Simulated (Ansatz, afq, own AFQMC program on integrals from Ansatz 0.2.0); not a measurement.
# BH3Br (doublet): quantum Monte Carlo beside coupled cluster at distance Br1–H2 along a hydrogen transfer = 1.663 Å, cc-pVTZ

Aim: compute BH3Br (doublet) with auxiliary-field quantum Monte Carlo on the same integrals as coupled cluster, and set the energies side by side.

Method: cc-pVTZ, frozen cores; program: Ansatz 0.2.0, Gaussian basis, and an in-house AFQMC program (afq) on its integrals; all values are calculated.

Plan: PBE (unrestricted); CCSD(T) on UHF; r2SCAN (unrestricted); PBE0 (unrestricted); B3LYP (unrestricted); wB97M-V (unrestricted); B2PLYP (unrestricted); Phaseless AFQMC, CISD trial on UHF.

**1. The system**

The geometry derives from fragments relaxed apart (PBE0/def2-TZVP) and kept rigid, so it is no stationary point. A hydrogen atom is moved between rigid fragments. No spin-orbit coupling is included. The filled d shell of Br may be among the frozen orbitals whatever the setting's name suggests; the logs give the count.

5 atoms, charge 0, spin multiplicity 2.

Atoms are counted from 1 here; the program's logs count them from 0.

Bond lengths: Br1–H2 1.663 Å, H2–B3 1.267 Å, B3–H4 1.191 Å, B3–H5 1.191 Å. Angles: Br1–H2–B3 180.0°, H2–B3–H4 115.3°, H2–B3–H5 115.3°, H4–B3–H5 129.4°.

Geometry (Å):

```xyz
5
charge 0, multiplicity 2
Br   -0.4298    0.0000    0.0000
H     1.2332    0.0000    0.0000
B     2.5002    0.0000    0.0000
H     3.0093    0.0000    1.0770
H     3.0093    0.0000   -1.0770
```

**2. PBE (unrestricted)**

in.yaml

```yaml
crystal:
  periodic: [false, false, false]
  atoms:
    - {symbol: Br, position_ang: [-0.429760, 0.000000, 0.000000]}
    - {symbol: H, position_ang: [1.233240, 0.000000, 0.000000]}
    - {symbol: B, position_ang: [2.500240, 0.000000, 0.000000]}
    - {symbol: H, position_ang: [3.009313, 0.000000, 1.077008]}
    - {symbol: H, position_ang: [3.009313, 0.000000, -1.077008]}
basis:
  gaussian: {orbitals: cc-pVTZ}
magnetization: {spin_polarized: true, initial_magnetization: 1}
hamiltonian: {xc: {name: PBE}}
output: {orbitals: {seedname: orbitals}}
```

On the command line:

```console
ansatz run in.yaml --threads 1 --pin off --events-out ev --progress --plain --max-ram 5120MiB --backend cpu
```

Standard output:

```text
Functional definition: PBE
  name "PBE"
  cite "Perdew, Burke & Ernzerhof, Phys. Rev. Lett. 77, 3865 (1996) doi:10.1103/PhysRevLett.77.3865"
  parent pbe
  parameter kappa = 0.804
  parameter beta = 0.06672455060314922
  exchange = pbe_x(kappa = kappa, mu = beta*pi^2/3)
  correlation = pbe_c(beta = beta)
766 factors; their error is unknown
mean field evaluation 1: about -70756.5116 eV, gradient 1.6e1 eV
mean field evaluation 2: about -70754.7804 eV, gradient 2.2e1 eV
mean field evaluation 4: about -70758.4234 eV, gradient 1.3e0 eV
mean field evaluation 8: about -70758.4148 eV, gradient 4.3e-2 eV
mean field evaluation 16: about -70755.5520 eV, gradient 9.6e0 eV
mean field -70758.41484124 eV, -2600.3237836394 hartree, gradient 2.6e-5 eV, S^2 0.752272; 0 other end points of the search recorded, 0 dependent functions left out
reference -70758.41487576 eV, -2600.3237849079 hartree; 22, 21 occupied and 93, 94 virtual orbitals, 766 factors
Total energy: -70758.41487576 eV, -2600.3237849079 hartree
```

Wall time 2 s (1 thread of AMD EPYC 7R13 (Zen 3), shared host); peak memory 1.9 GiB.

From the report: ⟨S²⟩ of the determinant 0.752 (pure doublet: 0.75).

**3. CCSD(T) on UHF**

Edit in.yaml of step 2 so:

```diff
@@ -11,3 +11,2 @@
 magnetization: {spin_polarized: true, initial_magnetization: 1}
-hamiltonian: {xc: {name: PBE}}
-output: {orbitals: {seedname: orbitals}}
+correlation: {method: ccsd_t, electrons: outside_noble_gas, hamiltonian_folder: ham}
```

On the command line:

```console
ansatz run in.yaml --threads 1 --pin off --events-out ev --progress --plain --max-ram 15360MiB --backend cuda --devices 0, --max-vram 18GiB
```

Standard output (excerpt; [...] marks lines left out):

```text
Functional definition: HF
  name "HF"
  cite "Fock, Z. Phys. 61, 126 (1930) doi:10.1007/BF01340294"
  parent pbe
[...]
682 factors; integrals over basis functions are off by at most 1.1e-3 eV
[...]
mean field -70717.30097654 eV, -2598.8128769795 hartree, gradient 8.6e-6 eV, S^2 0.772096; 9 other end points of the search recorded, 0 dependent functions left out
determinant -70717.30097654 eV, -2598.8128769795 hartree, with singles and doubles -70725.70570356 eV, -2599.1217450008 hartree
determinant -70715.37628245 eV, -2598.7421457764 hartree, with singles and doubles -70723.74333310 eV, -2599.0496292165 hartree
determinant -70715.33543743 eV, -2598.7406447495 hartree, with singles and doubles -70723.70091172 eV, -2599.0480702596 hartree
determinant -70714.24876038 eV, -2598.7007101047 hartree, with singles and doubles -70723.11005752 eV, -2599.0263567680 hartree
determinant -70712.79060607 eV, -2598.6471239222 hartree, with singles and doubles -70720.88213473 eV, -2598.9444821158 hartree
determinant -70712.51157723 eV, -2598.6368698014 hartree, with singles and doubles -70720.64417475 eV, -2598.9357372477 hartree
determinant -70712.49841475 eV, -2598.6363860890 hartree, with singles and doubles -70720.64399685 eV, -2598.9357307101 hartree
15 core orbitals not correlated: weight in the atoms' cores, before any rotation towards them, 1.000 or more for the frozen orbitals, at most 0.000 for the correlated occupied ones
reference -70717.30097654 eV, -2598.8128769795 hartree; 7, 6 occupied and 93, 94 virtual orbitals, 682 factors
second order -7.25899745 eV of doubles, -0.00000000 eV of singles
cycle   1  -8.28478053 eV  change   -4.2e-1 eV  update   1.7e-2
[...]
cycle   8  -8.29452170 eV  change   -5.9e-6 eV  update   1.6e-5
perturbative correction -0.26384419 eV, -0.0096960951 hartree
Total energy: -70725.85934243 eV, -2599.1273911249 hartree
```

It took 6 s on 1 × NVIDIA H100 80GB HBM3 with 1 thread of AMD EPYC 7R13 (Zen 3), shared host; peak host memory 1.9 GiB.

From the report: ⟨S²⟩ of the determinant 0.772 (pure doublet: 0.75); correlation -8.5584 eV; T1 0.012; largest double amplitude 0.04.

This run also writes the integrals to the folder ham.

**4. r2SCAN (unrestricted)**

Edit in.yaml of step 3 so:

```diff
@@ -11,2 +11,2 @@
 magnetization: {spin_polarized: true, initial_magnetization: 1}
-correlation: {method: ccsd_t, electrons: outside_noble_gas, hamiltonian_folder: ham}
+hamiltonian: {xc: {name: r2SCAN}}
```

On the command line:

```console
ansatz run in.yaml --threads 1 --pin off --events-out ev --progress --plain --max-ram 5120MiB --backend cpu
```

Standard output:

```text
Functional definition: r2SCAN
  name "r2SCAN"
  cite "Furness, Kaplan, Ning, Perdew & Sun, J. Phys. Chem. Lett. 11, 8208 (2020) doi:10.1021/acs.jpclett.0c02405"
  cite "Furness, Kaplan, Ning, Perdew & Sun, J. Phys. Chem. Lett. 11, 9248 (2020) doi:10.1021/acs.jpclett.0c03077"
  parent r2scan
  parameter k0 = 0.174
  parameter k1 = 0.065
  parameter a1 = 4.9479
  exchange = r2scan_x(k0 = k0, k1 = k1, a1 = a1)
  correlation = r2scan_c
766 factors; their error is unknown
mean field evaluation 1: about -70768.1816 eV, gradient 1.3e1 eV
mean field evaluation 2: about -70767.8103 eV, gradient 1.5e1 eV
mean field evaluation 4: about -70769.3901 eV, gradient 8.8e-1 eV
mean field evaluation 8: about -70769.3750 eV, gradient 2.5e-1 eV
mean field evaluation 16: about -70769.3752 eV, gradient 9.6e-6 eV
mean field -70769.37517214 eV, -2600.7265683708 hartree, gradient 1.1e-5 eV, S^2 0.755308; 0 other end points of the search recorded, 0 dependent functions left out
reference -70769.37518366 eV, -2600.7265687940 hartree; 22, 21 occupied and 93, 94 virtual orbitals, 766 factors
Total energy: -70769.37518366 eV, -2600.7265687940 hartree
```

Run time: 4.2 s. Hardware: 1 thread of AMD EPYC 7R13 (Zen 3), shared host; peak memory 1.9 GiB.

From the report: ⟨S²⟩ of the determinant 0.755 (pure doublet: 0.75).

**5. PBE0 (unrestricted)**

Edit in.yaml of step 4 so:

```diff
@@ -11,2 +11,3 @@
 magnetization: {spin_polarized: true, initial_magnetization: 1}
-hamiltonian: {xc: {name: r2SCAN}}
+hamiltonian: {xc: {name: PBE0}}
+output: {orbitals: {seedname: orbitals}}
```

Same command.

Standard output:

```text
Functional definition: PBE0
  name "PBE0"
  cite "Adamo & Barone, J. Chem. Phys. 110, 6158 (1999) doi:10.1063/1.478522"
  cite "Perdew, Burke & Ernzerhof, Phys. Rev. Lett. 77, 3865 (1996) doi:10.1103/PhysRevLett.77.3865"
  parent pbe
  parameter a = 0.25
  parameter kappa = 0.804
  parameter beta = 0.06672455060314922
  exchange = (1 - a)*pbe_x(kappa = kappa, mu = beta*pi^2/3) + a*exact_x
  correlation = pbe_c(beta = beta)
805 factors; their error is unknown
mean field evaluation 1: about -70760.3187 eV, gradient 9.2e0 eV
mean field evaluation 2: about -70760.5848 eV, gradient 6.6e0 eV
mean field evaluation 4: about -70760.8807 eV, gradient 5.5e-1 eV
mean field evaluation 8: about -70761.0991 eV, gradient 2.4e-1 eV
mean field evaluation 16: about -70761.0992 eV, gradient 2.6e-5 eV
mean field -70761.09919389 eV, -2600.4224317796 hartree, gradient 2.6e-5 eV, S^2 0.755024; 0 other end points of the search recorded, 0 dependent functions left out
reference -70761.09921991 eV, -2600.4224327360 hartree; 22, 21 occupied and 93, 94 virtual orbitals, 805 factors
Total energy: -70761.09921991 eV, -2600.4224327360 hartree
```

It took 2.8 s on 1 thread of AMD EPYC 7R13 (Zen 3), shared host; peak memory 1.9 GiB.

From the report: ⟨S²⟩ of the determinant 0.755 (pure doublet: 0.75).

**6. B3LYP (unrestricted)**

Edit in.yaml of step 5 so:

```diff
@@ -11,3 +11,2 @@
 magnetization: {spin_polarized: true, initial_magnetization: 1}
-hamiltonian: {xc: {name: PBE0}}
-output: {orbitals: {seedname: orbitals}}
+hamiltonian: {xc: {name: B3LYP}}
```

The command is unchanged.

Standard output (excerpt; [...] marks lines left out):

```text
Functional definition: B3LYP
  name "B3LYP"
  cite "Stephens, Devlin, Chabalowski & Frisch, J. Phys. Chem. 98, 11623 (1994) doi:10.1021/j100096a001"
  cite "Becke, Phys. Rev. A 38, 3098 (1988) doi:10.1103/PhysRevA.38.3098"
  cite "Lee, Yang & Parr, Phys. Rev. B 37, 785 (1988) doi:10.1103/PhysRevB.37.785"
  cite "Vosko, Wilk & Nusair, Can. J. Phys. 58, 1200 (1980) doi:10.1139/p80-159"
[...]
796 factors; their error is unknown
[...]
mean field -70771.53617327 eV, -2600.8059836975 hartree, gradient 1.9e-5 eV, S^2 0.753652; 0 other end points of the search recorded, 0 dependent functions left out
reference -70771.53639566 eV, -2600.8059918700 hartree; 22, 21 occupied and 93, 94 virtual orbitals, 796 factors
Total energy: -70771.53639566 eV, -2600.8059918700 hartree
```

It took 2.8 s on 1 thread of AMD EPYC 7R13 (Zen 3), shared host; peak memory 1.9 GiB.

From the report: ⟨S²⟩ of the determinant 0.754 (pure doublet: 0.75).

**7. wB97M-V (unrestricted)**

Edit in.yaml of step 6 so:

```diff
@@ -11,2 +11,3 @@
 magnetization: {spin_polarized: true, initial_magnetization: 1}
-hamiltonian: {xc: {name: B3LYP}}
+hamiltonian: {xc: {name: wB97M-V}}
+output: {orbitals: {seedname: orbitals}}
```

Same command.

Standard output (excerpt; [...] marks lines left out):

```text
Functional definition: wB97M-V
  name "wB97M-V"
  cite "Mardirossian & Head-Gordon, J. Chem. Phys. 144, 214110 (2016) doi:10.1063/1.4952647"
  cite "Becke, J. Chem. Phys. 107, 8554 (1997) doi:10.1063/1.475007"
  cite "Vydrov & Van Voorhis, J. Chem. Phys. 133, 244103 (2010) doi:10.1063/1.3521275"
  # Of w^i u^j: cxij and so on, Table III.
[...]
  gx(w, u) = 1 - cx + cx01*u + cx10*w
  gss(w, u) = css00 + css04*u^4 + css10*w + css20*w^2 + css43*w^4*u^3
  gos(w, u) = cos00 + cos10*w + (cos20 + cos21*u)*w^2 + (cos60 + cos61*u)*w^6
[...]
      + integral(e_c_pw_mod_opposite_spin*gos(b97_w_opposite, b97_u_opposite)) + vv10(b, c)
788 factors; their error is unknown
153 factors; integrals over basis functions are off by at most 4.1e-5 eV
[...]
mean field -70765.59447211 eV, -2600.5876302073 hartree, gradient 4.6e-5 eV, S^2 0.753927; 0 other end points of the search recorded, 0 dependent functions left out
reference -70765.59451115 eV, -2600.5876316421 hartree; 22, 21 occupied and 93, 94 virtual orbitals, 788 factors
Total energy: -70765.59451115 eV, -2600.5876316421 hartree
```

Run time: 9.5 s. Hardware: 1 thread of AMD EPYC 7R13 (Zen 3), shared host; peak memory 1.9 GiB.

From the report: ⟨S²⟩ of the determinant 0.754 (pure doublet: 0.75).

**8. B2PLYP (unrestricted)**

Edit in.yaml of step 7 so:

```diff
@@ -11,3 +11,3 @@
 magnetization: {spin_polarized: true, initial_magnetization: 1}
-hamiltonian: {xc: {name: wB97M-V}}
-output: {orbitals: {seedname: orbitals}}
+hamiltonian: {xc: {name: B2PLYP}}
+correlation: {electrons: outside_noble_gas}
```

Same command.

Standard output (excerpt; [...] marks lines left out):

```text
Functional definition: B2PLYP
  name "B2PLYP"
  cite "Grimme, J. Chem. Phys. 124, 034108 (2006) doi:10.1063/1.2148954"
  cite "Becke, Phys. Rev. A 38, 3098 (1988) doi:10.1103/PhysRevA.38.3098"
  cite "Lee, Yang & Parr, Phys. Rev. B 37, 785 (1988) doi:10.1103/PhysRevB.37.785"
[...]
682 factors; integrals over basis functions are off by at most 1.1e-3 eV
[...]
mean field -70755.72609717 eV, -2600.2249741171 hartree, gradient 4.1e-6 eV, S^2 0.759240; 0 other end points of the search recorded, 0 dependent functions left out
15 core orbitals not correlated: weight in the atoms' cores, before any rotation towards them, 1.000 or more for the frozen orbitals, at most 0.000 for the correlated occupied ones
reference -70755.72623860 eV, -2600.2249793148 hartree; 7, 6 occupied and 93, 94 virtual orbitals, 682 factors
second order -8.86312939 eV of doubles, -0.00000000 eV of singles
Total energy: -70758.11928354 eV, -2600.3129220941 hartree
```

Wall time 4 s (1 thread of AMD EPYC 7R13 (Zen 3), shared host); peak memory 1.9 GiB.

From the report: ⟨S²⟩ of the determinant 0.759 (pure doublet: 0.75).

**9. Phaseless AFQMC, CISD trial on UHF**

It reads the integrals that the CCSD(T) run on this determinant wrote.

On the command line:

```console
afq ham --method phaseless --trial cisd --walkers 900 --populations 20 --least-time 60 --time-step 0.005 --steps-per-block 50 --equilibration-blocks 28 --max-blocks 4000 --target-error 0.00021 --factor-cut 1e-05 --start spin_pure --seed 6294 --release-times 0.24,0.51,0.99,1.62,2.4 --release-step 0.03 --release-every 3 --taylor-order 6
```

Standard output:

```text
orbitals 100  electrons 7 6  factors 623 of 682
reference energy -2598.81287698 Eh
CCSD correlation -0.30481815 Eh in 11 cycles, weight of the determinant in the CISD state 0.8741
energy of the start -2599.116687 Eh
 block  time / (1/Eh)  mean weight  energy / Eh
     1     0.250  0.9996  -2599.112581
     2     0.500  0.9998  -2599.115998
     3     0.750  0.9996  -2599.119791
     4     1.000  0.9996  -2599.122213
     5     1.250  1.0000  -2599.124369
     6     1.500  1.0001  -2599.125366
     7     1.750  0.9996  -2599.127005
     8     2.000  0.9998  -2599.127647
     9     2.250  0.9991  -2599.127549
    10     2.500  1.0003  -2599.128196
    13     3.250  1.0004  -2599.128561
    16     4.000  0.9991  -2599.131529
    19     4.750  1.0002  -2599.128300
    22     5.500  0.9992  -2599.128033
    25     6.250  0.9999  -2599.128469
    28     7.000  0.9998  -2599.129404
    31     7.750  0.9999  -2599.129052
    34     8.500  0.9999  -2599.127209
    37     9.250  0.9996  -2599.128207
    40    10.000  0.9998  -2599.128910
    43    10.750  0.9994  -2599.126442
    46    11.500  1.0004  -2599.126014
    49    12.250  0.9997  -2599.127890
    52    13.000  0.9996  -2599.128607
    55    13.750  1.0003  -2599.128750
    58    14.500  0.9996  -2599.128564
    61    15.250  1.0005  -2599.128989
    64    16.000  0.9998  -2599.128454
    67    16.750  0.9998  -2599.128371
    70    17.500  1.0001  -2599.126789
    73    18.250  0.9999  -2599.126458
    76    19.000  0.9999  -2599.126707
    79    19.750  0.9990  -2599.130292
    82    20.500  1.0000  -2599.127851
    85    21.250  0.9998  -2599.129625
    88    22.000  1.0005  -2599.127036
    91    22.750  1.0006  -2599.127735
    94    23.500  0.9999  -2599.127920
    97    24.250  0.9995  -2599.128352
   100    25.000  1.0005  -2599.128628
   103    25.750  0.9995  -2599.126513
   106    26.500  0.9999  -2599.127729
   109    27.250  1.0008  -2599.129074
   112    28.000  0.9992  -2599.127144
   115    28.750  1.0004  -2599.127952
   118    29.500  0.9999  -2599.127835
   121    30.250  1.0003  -2599.125955
   124    31.000  0.9995  -2599.125170
   127    31.750  1.0001  -2599.127678
   130    32.500  1.0005  -2599.128411
   133    33.250  0.9995  -2599.128175
   136    34.000  0.9999  -2599.126640
   139    34.750  1.0004  -2599.128376
   142    35.500  0.9997  -2599.128208
   145    36.250  1.0009  -2599.127073
   148    37.000  1.0005  -2599.126916
   151    37.750  0.9994  -2599.129413
   154    38.500  0.9998  -2599.130240
   157    39.250  1.0003  -2599.128535
error from the spread of 20 populations
released: time / (1/Eh)  energy / Eh  error  mean overlap
  0.24  -2599.128279  0.000141  0.9970
  0.51  -2599.128554  0.000139  0.9931
  0.99  -2599.128882  0.000155  0.9816
  1.62  -2599.129004  0.000166  0.9768
  2.40  -2599.129086  0.000228  0.9633
energy -2599.127963 +/- 0.000204 Eh
```

Run time: 2.1 min. Hardware: 1 × NVIDIA H100 80GB HBM3 with 2 threads of AMD EPYC 7R13 (Zen 3), shared host; peak host memory 1.9 GiB.

Energy -70725.8749 ± 0.0055 eV. Caveats: constraint bias not in the error.

**10. AFQMC on the ladder**

On the UHF determinant, counted from CCSD(T) (a yardstick, not exact):

```tsv
level	energy (eV)	from CCSD(T) (kJ/mol)	statistical error (kJ/mol)	time
HF	-70717.3010	+825.8		
MP2	-70724.5600	+125.4		
CCSD	-70725.5955	+25.5		
CCSD(T)	-70725.8593	0.0		
Phaseless AFQMC, CISD trial, step 0.005, 900 walkers	-70725.8749	-1.5	0.5	2.1 min
```

The functionals' totals stand on their own zeros and serve differences with other points: PBE -70758.415 eV; r2SCAN -70769.375 eV; PBE0 -70761.099 eV; B3LYP -70771.536 eV; wB97M-V -70765.595 eV; B2PLYP -70758.119 eV.

**11. Outcome**

```
                                       quantity              value
Phaseless AFQMC, CISD trial on UHF from CCSD(T)  -1.5 ± 0.5 kJ/mol
```

On UHF the phaseless walk with the CISD trial lies -1.5 kJ/mol from CCSD(T), within three error bars. Error bars are statistical and leave out the constraint, the time step and what remains of the start.
